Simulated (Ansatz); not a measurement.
What does this script print? It uses Ansatz's Python interface.

Input file `ch4ote.xyz`:
```text
7

O    -1.26320    0.54270   -0.62340
C    -0.22300    0.30500    0.19120
Te    1.22410   -0.81350   -0.90310
H    -1.67060   -0.27440   -0.82580
H    -0.54500   -0.27150    1.07000
H     0.23560    1.27820    0.52620
H     2.30340   -0.83450    0.51920
```

The script, `ch4ote_bde.py`:
```python
"""X-H bond energies of CH4OTe without relaxation."""

import ansatz as az

BASIS_SET = "def2-TZVP"
FUNCTIONAL = "pbe0"


def energy_of(molecule, charge=0, unpaired=0):
    calc = (
        molecule.calculation()
        .basis(gaussian=BASIS_SET)
        .functional(FUNCTIONAL)
    )
    if charge:
        calc = calc.charge(charge)
    if unpaired:
        calc = calc.spin("collinear", total=unpaired)
    report = calc.run(threads=1).report
    if report["published_state_doubts"]:
        print("  doubts:", report["published_state_doubts"])
    return report["free_energy_ev"]

def without(molecule, index):
    rest = az.Crystal.molecule()
    for i, site in enumerate(molecule.cartesian_sites):
        if i != index:
            rest = rest.atom(site.symbol, site.position_ang)
    return rest


def main() -> None:
    ch4ote = az.Crystal.molecule_from_extxyz("ch4ote.xyz")

    whole = energy_of(ch4ote, 0)
    hydrogen = energy_of(az.Crystal.molecule().atom("H", (0, 0, 0)), 0, 1)
    print(f"E(molecule) = {whole:.5f} eV, E(H) = {hydrogen:.5f} eV")
    for index in [3, 5, 6]:
        radical = energy_of(without(ch4ote, index), 0, 1)
        print(f"H{index}: homolysis {23.060548 * (radical + hydrogen - whole):.1f} kcal/mol")
        anion = energy_of(without(ch4ote, index), -1)
        print(f"H{index}: loss of a proton {23.060548 * (anion - whole):.1f} kcal/mol")


if __name__ == "__main__":
    main()
```

`python ch4ote_bde.py` gives:
```text
E(molecule) = -10439.73120 eV, E(H) = -13.63389 eV
H3: homolysis 100.6 kcal/mol
H3: loss of a proton 366.2 kcal/mol
H5: homolysis 103.7 kcal/mol
H5: loss of a proton 408.7 kcal/mol
H6: homolysis 66.7 kcal/mol
H6: loss of a proton 338.2 kcal/mol
```

Total energies depend on the basis set; only differences at equal settings carry meaning. The geometry is a force-field or estimated start, not a minimum of this method, and the basis set is short of its limit. All parts are taken at fixed geometry, without zero-point energy. def2 sets replace the cores of elements past krypton by effective core potentials. The spin-orbit lowering of heavy atoms is left out. Anions want diffuse functions, which this basis lacks. It ran for 60 s on 1 thread of Arm Neoverse V1, with other jobs on the host, peak memory 0.46 GiB.
